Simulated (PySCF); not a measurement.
**2,4-dimethyl-2-hexene (C₈H₁₆): NMR shifts in solvents**

Aim: compute the NMR shifts of 2,4-dimethyl-2-hexene (C₈H₁₆) (`CC[C@H](C)C=C(C)C`), and see what a dielectric continuum does where one was used.

Computed with PySCF 2.14.0, with density-fitted response routines of our own, on a single molecule, in the gas phase or a continuum. Atoms count from 0, in the outputs and in this text.

## (1) The starting structure

24 atoms, charge 0, multiplicity 1; geometry from: GFN2-xTB. The atoms were then displaced at random by about 0.01 Å, so the start is not that level's minimum.

Bonds of the start (Å): C0–C1 1.52, C1–C2 1.53, C2–C3 1.50, C2–C4 1.51, C4–C5 1.33, C5–C6 1.50, C5–C7 1.52, C0–H8 1.12, C0–H9 1.07, C0–H10 1.10, C1–H11 1.09, C1–H12 1.12, C2–H13 1.09, C3–H14 1.11, C3–H15 1.05, C3–H16 1.12, C4–H17 1.09, C6–H18 1.08, C6–H19 1.06, C6–H20 1.11, C7–H21 1.10, C7–H22 1.08, C7–H23 1.08.

## (2) Optimising the geometry at PBE0-D3(BJ)/def2-SVP

What the job is given:

```
{"job": {"xc": "PBE0", "basis": "def2-SVP", "d3": "d3bj", "grid": 1, "shake": 0.01, "kind": "geom"}, "charge": 0, "multiplicity": 1}
C     -1.442930     1.682250     1.034390
C     -2.001800     0.395210     0.456530
C     -1.019430    -0.258960    -0.515510
C     -1.585420    -1.498530    -1.152120
C      0.245920    -0.657740     0.215850
C      1.487930    -0.222150     0.035080
C      1.933150     0.783580    -0.981030
C      2.640820    -0.749990     0.865480
H     -2.181830     2.149240     1.742350
H     -0.531290     1.533900     1.569100
H     -1.285740     2.421770     0.241990
H     -2.206970    -0.291960     1.282010
H     -2.960480     0.600100    -0.081670
H     -0.786690     0.463270    -1.291880
H     -1.886780    -2.239990    -0.384410
H     -0.912540    -1.948700    -1.826950
H     -2.516850    -1.229300    -1.703570
H      0.063620    -1.382890     1.007080
H      2.432470     1.604280    -0.485240
H      2.602150     0.338440    -1.674590
H      1.072620     1.187090    -1.555970
H      2.285750    -1.507550     1.586060
H      3.120640     0.070900     1.383690
H      3.369400    -1.222680     0.227560
```

Run with:

```sh
$ OMP_NUM_THREADS=1 python probes_run.py task.json out
```

The driver reads the jobs from task.json and runs them one after another.

Output:

```text
step   0  E = -313.87538231  max force = 0.043502
step   1  E = -313.88309212  max force = 0.008225
step   2  E = -313.88342118  max force = 0.001457
step   3  E = -313.88340695  max force = 0.002183
step   4  E = -313.88345543  max force = 0.001092
step   5  E = -313.88345163  max force = 0.000842
step   6  E = -313.88347225  max force = 0.000583
step   7  E = -313.88349220  max force = 0.000372
step   8  E = -313.88351017  max force = 0.000251
step   9  E = -313.88353646  max force = 0.000283
step  10  E = -313.88356326  max force = 0.000147
step  11  E = -313.88357102  max force = 0.000137
optimisation converged
```

Run time: 3 min. Hardware: 1 thread of Arm Neoverse V2, shared host; peak memory 0.77 GiB.

The steps of the relaxation:

```csv
step,energy from step 0 (eV),largest force component (eV/Å)
0,0.0000,2.2370
1,-0.2098,0.4229
2,-0.2187,0.0749
3,-0.2184,0.1123
4,-0.2197,0.0562
5,-0.2196,0.0433
6,-0.2201,0.0300
7,-0.2207,0.0191
8,-0.2212,0.0129
9,-0.2219,0.0146
10,-0.2226,0.0076
11,-0.2228,0.0070
```

Distances of close pairs at the start and the end, largest changes first:

```csv
bond,before (Å),after (Å),change (Å)
C3–H15,1.054,1.100,+0.046
C6–H19,1.061,1.103,+0.042
C0–H9,1.067,1.101,+0.034
C7–H23,1.078,1.104,+0.026
C2–C3,1.504,1.528,+0.024
C0–H8,1.125,1.101,-0.024
C6–H18,1.081,1.103,+0.022
C7–H22,1.083,1.104,+0.021
```

The end geometry stands in the next job.

| at the end point | value |
| --- | --- |
| point group (found at 0.08 Å tolerance) | C1 |
| rotational constants (GHz, main isotopes) | 2.519, 1.230, 1.039 |
| dipole moment (D) | 0.36 |

## (3) Shielding tensors: PBE0/pcSseg-1 in acetonitrile

What the job is given:

```
{"job": {"kind": "nmr", "xc": "PBE0", "basis": "pcSseg-1", "solvent": "acetonitrile", "pop": true}, "charge": 0, "multiplicity": 1}
C     -1.345139     1.694905     0.682070
C     -1.809024     0.359341     0.126072
C     -0.775919    -0.332420    -0.774986
C     -1.368501    -1.584341    -1.421042
C      0.462603    -0.681464    -0.002763
C      1.710632    -0.207591    -0.148976
C      2.117336     0.820543    -1.162891
C      2.826077    -0.692803     0.731085
H     -2.109809     2.150407     1.329461
H     -0.423660     1.580448     1.273722
H     -1.127454     2.408906    -0.128929
H     -2.067867    -0.324022     0.955558
H     -2.740249     0.497827    -0.450617
H     -0.515975     0.375118    -1.580657
H     -1.660876    -2.320587    -0.653955
H     -0.641924    -2.070502    -2.089199
H     -2.267850    -1.341315    -2.008980
H      0.302503    -1.428704     0.787755
H      2.543992     1.707317    -0.663667
H      2.909230     0.424785    -1.821637
H      1.287067     1.158302    -1.795754
H      2.483372    -1.452072     1.448222
H      3.273001     0.140911     1.299996
H      3.641964    -1.130581     0.130237
```

Method: GIAO PBE0/pcSseg-1 NMR shielding, non-relativistic, IEF-PCM acetonitrile.

Output:

```text
coarse grid: 18608 points
cycle   1  E = -313.9346623182  dE =  5.323e-01  |g| = 4.697e-01  |ddm| = 4.111e+00
cycle   2  E = -313.9314361938  dE =  3.226e-03  |g| = 4.954e-01  |ddm| = 9.019e-01
cycle   3  E = -313.9972749712  dE = -6.584e-02  |g| = 4.034e-02  |ddm| = 4.748e-01
cycle   4  E = -313.9973790557  dE = -1.041e-04  |g| = 3.473e-02  |ddm| = 6.360e-02
cycle   5  E = -313.9976784694  dE = -2.994e-04  |g| = 5.266e-03  |ddm| = 3.082e-02
cycle   6  E = -313.9976843048  dE = -5.835e-06  |g| = 1.716e-03  |ddm| = 4.984e-03
final grid: 175616 points
cycle   7  E = -314.0475814993  dE = -5.363e-05  |g| = 1.002e-02  |ddm| = 4.234e-02
cycle   8  E = -314.0475760905  dE =  5.409e-06  |g| = 1.110e-02  |ddm| = 1.927e-02
cycle   9  E = -314.0476085854  dE = -3.249e-05  |g| = 4.797e-04  |ddm| = 9.917e-03
cycle  10  E = -314.0476086271  dE = -4.172e-08  |g| = 2.354e-04  |ddm| = 5.504e-04
cycle  11  E = -314.0476086395  dE = -1.237e-08  |g| = 7.626e-05  |ddm| = 2.348e-04
cycle  12  E = -314.0476086408  dE = -1.341e-09  |g| = 2.113e-05  |ddm| = 8.215e-05
cycle  13  E = -314.0476086410  dE = -1.139e-10  |g| = 2.122e-06  |ddm| = 2.097e-05
converged SCF energy = -314.0476086410

GIAO shielding tensors (ppm)
atom      isotropic    diamagn.    paramagn.     s11        s22        s33       span
  0 C      170.552     248.320     -77.768    158.949    167.342    185.365     26.416
  1 C      151.586     248.777     -97.191    138.138    146.151    170.468     32.329
  2 C      147.813     246.527     -98.714    136.746    145.451    161.242     24.496
  3 C      160.893     247.269     -86.376    142.620    154.282    185.778     43.158
  4 C       45.047     259.557    -214.510    -53.559     70.928    117.774    171.332
  5 C       43.511     261.464    -217.954    -72.116     44.306    158.343    230.459
  6 C      165.478     248.291     -82.813    149.474    163.056    183.903     34.429
  7 C      156.859     246.828     -89.969    136.270    146.916    187.391     51.121
  8 H       30.299      28.704       1.595     25.498     27.310     38.089     12.591
  9 H       30.383      32.533      -2.150     25.627     31.011     34.511      8.883
 10 H       30.594      31.109      -0.515     26.704     28.772     36.307      9.603
 11 H       30.359      32.656      -2.297     26.402     29.680     34.995      8.593
 12 H       29.914      31.795      -1.881     24.821     29.548     35.374     10.553
 13 H       29.065      35.088      -6.023     26.297     28.177     32.720      6.423
 14 H       30.381      30.660      -0.279     27.118     28.299     35.726      8.607
 15 H       30.320      30.169       0.150     25.721     28.511     36.726     11.006
 16 H       30.142      29.796       0.346     25.858     27.608     36.959     11.102
 17 H       26.225      36.198      -9.973     23.684     24.904     30.085      6.401
 18 H       29.784      29.817      -0.032     26.762     27.045     35.546      8.784
 19 H       29.766      28.671       1.095     25.977     27.195     36.126     10.149
 20 H       28.981      32.579      -3.598     23.952     30.492     32.500      8.548
 21 H       29.513      30.448      -0.935     25.504     28.847     34.187      8.683
 22 H       29.388      28.741       0.647     26.012     27.238     34.914      8.902
 23 H       29.442      27.767       1.675     25.884     27.248     35.195      9.311
```

Wall time 33 s (1 thread of Arm Neoverse V2, shared host); peak memory 1.2 GiB.

Shifts follow as δ = σ(reference) − σ, with reference shieldings (ppm) from runs at the same level and on the same kind of geometry: 1H TMS 31.24, 13C TMS 185.5. The references are single molecules in the same continuum. Atoms listed in one row are averaged.

| atoms | environment | σ (ppm) | δ (ppm) |
| --- | --- | --- | --- |
| C5 | fully substituted alkene carbon | 43.5 | 142.0 |
| C4 | alkene CH | 45.0 | 140.4 |
| C2 | allylic sp3 CH | 147.8 | 37.7 |
| C1 | sp3 CH2 | 151.6 | 33.9 |
| C7 | allylic methyl carbon | 156.9 | 28.6 |
| C3 | methyl carbon | 160.9 | 24.6 |
| C6 | allylic methyl carbon | 165.5 | 20.0 |
| C0 | methyl carbon | 170.6 | 14.9 |
| H17 | hydrogen on an alkene CH | 26.22 | 5.02 |
| H13 | hydrogen on an allylic sp3 CH | 29.06 | 2.18 |
| H21, H22, H23 | hydrogen on an allylic methyl carbon | 29.45 | 1.79 |
| H18, H19, H20 | hydrogen on an allylic methyl carbon | 29.51 | 1.73 |
| H12 | hydrogen on an sp3 CH2 | 29.91 | 1.33 |
| H14, H15, H16 | hydrogen on a methyl carbon | 30.28 | 0.96 |
| H11 | hydrogen on an sp3 CH2 | 30.36 | 0.88 |
| H8, H9, H10 | hydrogen on a methyl carbon | 30.43 | 0.81 |

Charges from the same density, by scheme (e):

```
atoms  Mulliken    IAO  Hirshfeld  ESP fit
   C0     -0.27  -0.41      -0.12    -0.31
   C1     -0.23  -0.24      -0.06     0.03
   C2     -0.33  -0.10      -0.02     0.33
   C3     -0.22  -0.41      -0.12    -0.68
   C4     -0.05  -0.18      -0.06    -0.54
   C5     -0.42   0.01       0.01     0.39
   C6     -0.19  -0.42      -0.12    -0.51
   C7     -0.19  -0.42      -0.12    -0.59
```

Mayer bond orders: C0–C1 1.06, C1–C2 1.00, C2–C3 1.04, C2–C4 0.98, C4–C5 1.85, C5–C6 1.08, C5–C7 1.07.

## (4) Nuclear shieldings: PBE0/pcSseg-1 in chloroform

Settings changed since step 3:

```diff
@@ -1,2 +1,2 @@
-{"job": {"kind": "nmr", "xc": "PBE0", "basis": "pcSseg-1", "solvent": "acetonitrile", "pop": true}, "charge": 0, "multiplicity": 1}
+{"job": {"kind": "nmr", "xc": "PBE0", "basis": "pcSseg-1", "solvent": "chloroform", "pop": false}, "charge": 0, "multiplicity": 1}
 C     -1.345139     1.694905     0.682070
```

Level: GIAO PBE0/pcSseg-1 NMR shielding, non-relativistic, IEF-PCM chloroform.

Output:

```text
coarse grid: 18608 points
cycle   1  E = -313.9329677422  dE =  5.338e-01  |g| = 4.728e-01  |ddm| = 4.111e+00
cycle   2  E = -313.9277875261  dE =  5.180e-03  |g| = 5.055e-01  |ddm| = 9.303e-01
cycle   3  E = -313.9964675583  dE = -6.868e-02  |g| = 4.344e-02  |ddm| = 5.001e-01
cycle   4  E = -313.9966031013  dE = -1.355e-04  |g| = 3.666e-02  |ddm| = 6.929e-02
cycle   5  E = -313.9969367493  dE = -3.336e-04  |g| = 5.580e-03  |ddm| = 3.295e-02
cycle   6  E = -313.9969433105  dE = -6.561e-06  |g| = 1.812e-03  |ddm| = 5.506e-03
final grid: 175616 points
cycle   7  E = -314.0468452181  dE = -5.326e-05  |g| = 1.011e-02  |ddm| = 4.218e-02
cycle   8  E = -314.0468388951  dE =  6.323e-06  |g| = 1.131e-02  |ddm| = 1.992e-02
cycle   9  E = -314.0468727704  dE = -3.388e-05  |g| = 4.921e-04  |ddm| = 1.045e-02
cycle  10  E = -314.0468728133  dE = -4.290e-08  |g| = 2.454e-04  |ddm| = 5.657e-04
cycle  11  E = -314.0468728265  dE = -1.324e-08  |g| = 8.172e-05  |ddm| = 2.466e-04
cycle  12  E = -314.0468728281  dE = -1.554e-09  |g| = 2.255e-05  |ddm| = 9.033e-05
cycle  13  E = -314.0468728282  dE = -1.284e-10  |g| = 2.134e-06  |ddm| = 2.206e-05
converged SCF energy = -314.0468728282

GIAO shielding tensors (ppm)
atom      isotropic    diamagn.    paramagn.     s11        s22        s33       span
  0 C      170.371     248.183     -77.812    158.695    167.267    185.149     26.454
  1 C      151.368     248.738     -97.371    137.968    145.929    170.205     32.237
  2 C      147.623     246.505     -98.882    136.690    145.191    160.987     24.298
  3 C      160.708     247.116     -86.408    142.542    154.068    185.513     42.971
  4 C       44.877     259.487    -214.610    -53.748     70.813    117.565    171.314
  5 C       43.953     261.390    -217.438    -71.644     45.221    158.281    229.925
  6 C      165.276     248.134     -82.858    149.362    162.830    183.637     34.274
  7 C      156.621     246.658     -90.038    136.037    146.743    187.082     51.045
  8 H       30.314      28.707       1.607     25.523     27.334     38.086     12.563
  9 H       30.335      32.451      -2.117     25.576     30.957     34.472      8.896
 10 H       30.623      31.121      -0.498     26.740     28.812     36.317      9.577
 11 H       30.366      32.656      -2.289     26.425     29.687     34.987      8.563
 12 H       29.936      31.816      -1.880     24.857     29.576     35.375     10.518
 13 H       29.109      35.134      -6.025     26.346     28.231     32.750      6.404
 14 H       30.395      30.647      -0.252     27.139     28.314     35.732      8.594
 15 H       30.286      30.117       0.170     25.690     28.482     36.687     10.997
 16 H       30.170      29.809       0.361     25.902     27.640     36.968     11.066
 17 H       26.251      36.193      -9.942     23.694     24.927     30.131      6.437
 18 H       29.812      29.837      -0.025     26.808     27.077     35.552      8.744
 19 H       29.793      28.692       1.100     26.020     27.225     36.133     10.113
 20 H       29.007      32.604      -3.597     23.989     30.525     32.506      8.517
 21 H       29.523      30.438      -0.915     25.525     28.862     34.181      8.656
 22 H       29.418      28.759       0.659     26.057     27.272     34.925      8.868
 23 H       29.468      27.781       1.687     25.926     27.275     35.204      9.278
```

Wall time 31 s (1 thread of Arm Neoverse V2, shared host); peak memory 1.2 GiB.

Key values: δ C5 141.2, C4 140.3, C2 37.5, C1 33.8, H17 5.00, H13 2.14 ppm.

## (5) Run by run: NMR shifts

Shifts (ppm) of some atoms, chosen among heavy atoms and hydrogens apart, means over like atoms, with basis size and wall time:

```csv
run,C5,C4,C2,C3,C0,H13,H18,functions,time
PBE0/pcSseg-1 in acetonitrile,142.0,140.4,37.7,24.6,14.9,2.18,1.73,216,33 s
PBE0/pcSseg-1 in chloroform,141.2,140.3,37.5,24.5,14.8,2.14,1.71,216,31 s
```

The continuum's effect on the ground state:

| solvent | ε | polarisation energy (Eh) | μ (D) |
| --- | --- | --- | --- |
| chloroform | 4.71 | -0.0018 | 0.45 |
| acetonitrile | 35.69 | -0.0026 | 0.49 |

## (6) Outcome

| quantity | value |
| --- | --- |
| point group | C1 |
| rotational constants (main isotopes) | 2.52, 1.23, 1.04 GHz |
| 13C shifts against TMS (PBE0/pcSseg-1, acetonitrile) | 142.0, 140.4, 37.7, 33.9, 28.6, 24.6, 20.0, 14.9 ppm |
| 1H shifts against TMS (PBE0/pcSseg-1, acetonitrile, means over atoms taken as alike) | 5.02, 2.18, 1.79, 1.73, 1.33, 0.96, 0.88, 0.81 ppm |
| range of the shift of C5 | 141.2 to 142.0 ppm |

In words: Relaxing lowered the energy by 0.223 eV in 11 steps; the close pair that moved most is C3–H15, from 1.054 to 1.100 Å. The most deshielded hydrogen is H17 (hydrogen on an alkene CH), at 5.02 ppm: a vinylic proton, deshielded by the sp2 carbon and the C=C anisotropy. At PBE0/pcSseg-1: Shielding is most anisotropic at C5 (span 230 ppm, paramagnetic term -218 ppm). Across the 2 runs the shift of C5 moves most, between 141.2 (PBE0/pcSseg-1 in chloroform) and 142.0 ppm (PBE0/pcSseg-1 in acetonitrile). Part of that comes from the computed reference. The continuum holds electrostatics alone: no hydrogen bonds to the solvent, and the gas-phase geometry is kept.
